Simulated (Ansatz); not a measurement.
# WS₂Cl₂: small, medium and large basis sets

An exercise on one series of results from a longer session: the logs are not shown, and one member is left open.

Program: Ansatz 0.2.0, Gaussian basis. Level of theory: one geometry, several basis sets. These are calculated values, not measurements.

Levels to be run: PBE0-D4/def2-SVP; ωB97M-V/def2-SVP; PBE0-D4/def2-QZVPP; ωB97M-V/def2-QZVPP; the functionals' def2-TZVPP values are taken from earlier runs.

### Structure used throughout

An earlier PBE0-D4 in a triple-zeta def2 set relaxation fixed the geometry. W takes the def2 core potential; no spin-orbit term is included.

SMILES `[S]=[W](=[S])([Cl])[Cl]`, 5 atoms, charge 0, spin multiplicity 1.

Atoms are counted from 1 here; the program's logs count them from 0.

Bond lengths: S1–W2 2.110 Å, W2–S3 2.110 Å, W2–Cl4 2.241 Å, W2–Cl5 2.241 Å. Angles: S1–W2–S3 108.1°, S1–W2–Cl4 108.9°, S1–W2–Cl5 108.9°, S3–W2–Cl4 108.9°, S3–W2–Cl5 108.9°, Cl4–W2–Cl5 112.9°.

As a file:

```mol
Cl2S2W
  3D, bonds by distance, orders not assigned

  5  4  0  0  0  0  0  0  0  0999 V2000
   -0.5626   -0.4325    1.9789 S   0  0
    0.0099   -0.0147   -0.0084 W   0  0
    1.8567   -0.9677   -0.3727 S   0  0
   -1.5306   -0.8579   -1.4012 Cl  0  0
    0.2765    2.1990   -0.2379 Cl  0  0
  1  2  8  0
  2  3  8  0
  2  4  8  0
  2  5  8  0
M  END
```

Set-up of the first run:

in.yaml

```yaml
crystal:
  periodic: [false, false, false]
  atoms:
    - {symbol: S, position_ang: [-0.562638, -0.432496, 1.978881]}
    - {symbol: W, position_ang: [0.009893, -0.014667, -0.008402]}
    - {symbol: S, position_ang: [1.856677, -0.967728, -0.372746]}
    - {symbol: Cl, position_ang: [-1.530579, -0.857911, -1.401236]}
    - {symbol: Cl, position_ang: [0.276549, 2.199001, -0.237895]}
basis:
  gaussian: {orbitals: def2-SVP}
hamiltonian: {xc: pbe0, dispersion: d4}
output: {orbitals: {seedname: orbitals}}
```

On the command line:

```bash
$ ansatz run in.yaml --threads 4 --pin off --events-out ev --progress --plain --max-ram 10444MiB
```

Steps of the session up to this table: PBE0-D4 in def2-SVP; ωB97M-V in def2-SVP; PBE0-D4 in def2-QZVPP; ωB97M-V in def2-QZVPP.

One of the session's tables, all rows but one given; the rest of the session is left out.

It belongs to the step «Density functionals: the series». 

```
functional       basis  HOMO (eV)  LUMO (eV)
   PBE0-D4    def2-SVP      -7.74      -3.56
   PBE0-D4  def2-TZVPP      -7.67      -3.54
   PBE0-D4  def2-QZVPP      -7.68      -3.55
   ωB97M-V    def2-SVP          ?          ?
   ωB97M-V  def2-TZVPP      -9.63      -1.53
   ωB97M-V  def2-QZVPP      -9.64      -1.56
```

**Question.** Estimate the row for ωB97M-V, def2-SVP.

**Answer.** HOMO (eV): -9.66; LUMO (eV): -1.50. In the column «HOMO (eV)» it is the lowest.
